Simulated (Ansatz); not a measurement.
# UB3LYP/def2-TZVPPD run of N2H (dinitrogen monohydride)

What is the electronic atomisation energy of N2H (dinitrogen monohydride) at UB3LYP/def2-TZVPPD? 

The calculation is run with Ansatz 0.2.0.

29 further runs of the same task are left out: 29 set aside as unsound or not needed.

## (1) The structure to begin with

The species is N2H (3 atoms), meant as a doublet with charge 0. As SMILES, `[N]=N`. Geometry: relaxed at PBE0-D4/def2-TZVP.

Bond lengths: N1–N2 1.165 Å, N2–H3 1.057 Å. Angles: N1–N2–H3 117.5°.

## (2) The energy at UB3LYP/def2-TZVPPD

run.yaml

```yaml
crystal:
  periodic: [false, false, false]
  atoms:
    - {symbol: "N", position_ang: [0.710530, -0.606720, 0.326180]}
    - {symbol: "N", position_ang: [-0.268660, -0.217710, -0.170100]}
    - {symbol: H, position_ang: [-0.441870, 0.824430, -0.156080]}
basis:
  gaussian:
    orbitals: def2-TZVPPD.json
accuracy: high
magnetization:
  spin_polarized: true
  initial_magnetization: 1
hamiltonian:
  xc: {name: B3LYP}
output: {orbitals: {seedname: orbitals}}
```

The basis set def2-TZVPPD is read from a file made from the Basis Set Exchange's data (not shown).

Launch:

```
$ ansatz run run.yaml --threads 1 --pin off --max-ram 3480MiB --events-out events.jsonl --progress --plain --runs-dir runs
```

The program printed:

```text
Warning: RAYON_NUM_THREADS=1 ignored (pool sized by the plan → 1); use --threads N
Functional definition: B3LYP
  name "B3LYP"
  parameter a0 = 0.2
  parameter ax = 0.72
  parameter ac = 0.81
  exchange = (1 - a0 - ax)*slater_x + ax*b88_x + a0*exact_x
  correlation = (1 - ac)*vwn_rpa_c + ac*lyp_c
1397 factors; integrals over basis functions are off by at most 3.2e-9 eV
mean field evaluation 1: about -2993.2962 eV, gradient 2.3e1 eV
mean field evaluation 2: about -2992.9636 eV, gradient 2.4e1 eV
mean field evaluation 4: about -2995.4485 eV, gradient 1.9e0 eV
mean field evaluation 8: about -2995.4615 eV, gradient 3.7e-2 eV
mean field evaluation 16: about -2995.4616 eV, gradient 1.0e-5 eV
mean field -2995.46156257 eV, -110.0811820276 hartree, gradient 4.6e-8 eV, S^2 0.755194; 0 other end points of the search recorded, 0 dependent functions left out
reference -2995.46159175 eV, -110.0811830999 hartree; 8, 7 occupied and 83, 84 virtual orbitals, 1397 factors
Total energy: -2995.46159175 eV, -110.0811830999 hartree
```

It took 4.2 s on 1 thread of Arm Neoverse V1, shared host; peak memory 0.22 GiB.

## (3) The H atom, same level

input.yaml

```yaml
crystal:
  periodic: [false, false, false]
  atoms:
    - {symbol: H, position_ang: [0.000000, 0.000000, 0.000000]}
basis:
  gaussian:
    orbitals: def2-TZVPPD.json
magnetization:
  spin_polarized: true
  initial_magnetization: 1
hamiltonian:
  xc: {name: B3LYP}
accuracy: high
```

The basis set def2-TZVPPD is read from a file made from the Basis Set Exchange's data (not shown).

Launch:

```
$ ansatz run input.yaml --threads 1 --pin off --max-ram 3480MiB --events-out events.jsonl --progress --plain --runs-dir runs
```

The program printed, cut to the lines that bear on the results:

```text
Warning: RAYON_NUM_THREADS=1 ignored (pool sized by the plan → 1); use --threads N
[... 7 set-up lines as earlier in the session ...]
117 factors; integrals over basis functions are off by at most 2.6e-9 eV
mean field evaluation 1: about -13.6642 eV, gradient 1.1e-1 eV
mean field evaluation 2: about -13.6641 eV, gradient 1.1e-1 eV
mean field evaluation 4: about -13.6643 eV, gradient 4.1e-4 eV
mean field evaluation 8: about -13.6643 eV, gradient 2.3e-8 eV
mean field -13.66428989 eV, -0.5021533915 hartree, gradient 2.3e-8 eV, S^2 0.750000; 0 other end points of the search recorded, 0 dependent functions left out
reference -13.66431255 eV, -0.5021542241 hartree; 1, 0 occupied and 16, 17 virtual orbitals, 117 factors
Total energy: -13.66431255 eV, -0.5021542241 hartree
```

Wall time 0.23 s (1 thread of Arm Neoverse V1, shared host).

## (4) The N atom, same level

job.yaml

```yaml
crystal:
  periodic: [false, false, false]
  atoms:
    - {symbol: N, position_ang: [0.000000, 0.000000, 0.000000]}
basis:
  gaussian: {orbitals: def2-TZVPPD.json}
magnetization: {spin_polarized: true, initial_magnetization: 3}
hamiltonian: {xc: {name: B3LYP}}
accuracy: high
```

The basis set def2-TZVPPD is read from a file made from the Basis Set Exchange's data (not shown).

Run the same way, it converges to -54.60405 Eh (log not shown).

## (5) Summary of results

Level: UB3LYP/def2-TZVPPD.

| quantity | value |
| --- | --- |
| molecule: total energy | -110.08118 Eh |
| molecule: HOMO energy (highest over α and β) | -6.07 eV |
| molecule: LUMO energy (lowest over α and β) | -2.08 eV |
| molecule: ⟨S²⟩ | 0.755 |
| H atom: total energy | -0.50215 Eh |
| H atom: ⟨S²⟩ | 0.750 |
| N atom: total energy | -54.60405 Eh |
| N atom: ⟨S²⟩ | 3.754 |
| electronic atomisation energy | 10.094 eV |

**Reading.** Taking the molecule apart into free atoms costs 10.09 eV (233 kcal/mol), before zero-point energy and without spin-orbit coupling.
